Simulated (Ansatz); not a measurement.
# Mo: the cost of one run

Method: DFT PBE, scalar-relativistic, plane waves, PAW, and further levels as typed in the inputs, in Ansatz 0.2.0.

## Step 1: Starting point

It takes space group Im-3m (No. 229, cubic). Conventional cell: a = 3.147 Å, b = 3.147 Å, c = 3.147 Å, α = 90.00°, β = 90.00°, γ = 90.00°. Mo (site symmetry m-3m) has 8 Mo at 2.73 Å as nearest neighbours.

Coordinates:

```
CELL_PARAMETERS angstrom
-1.57342 1.57342 1.57342
1.57342 -1.57342 1.57342
1.57342 1.57342 -1.57342
ATOMIC_POSITIONS crystal
Mo 0.00000 0.00000 0.00000
```

The structure rests on an entry of the Crystallography Open Database; cell or positions may have been set otherwise for this series.

## Step 2: Single point: Mo, no spin

Input file input.yaml:

```yaml
crystal:
  lattice:
    - [-1.573415, 1.573415, 1.573415]
    - [1.573415, -1.573415, 1.573415]
    - [1.573415, 1.573415, -1.573415]
  atoms:
    - { symbol: Mo, position: [0.0, 0.0, 0.0] }
scf:
  occupations: { method: fermi_dirac, width: 0.025 }
output:
  forces: false
  stress: false
  eigenvalues: true
  optics:
    e_range: [0, 5]
    de: 0.02
    sigma: 0.1
    bands: { spectra_wanted_up_to: 5 }
    drude_damping: 0.05
    nscf_kmesh: { grid: [32, 32, 32] }
  write_density: true
  write_potential: true
  elf: true
  volumetric_format: npy
kpoints:
  mp_grid: { grid: [16, 16, 16] }
```

On the command line:

```bash
$ ansatz run input.yaml --threads 4 --pin off --max-ram 12288MiB --backend cpu --events-out ev --progress --plain --runs-dir out
```

**Question.** How long does this run take on 4 threads of AMD EPYC 7R43 (Zen 3), shared host, and how much memory does it need?

About 23 s, with a peak of 1.3 GiB.
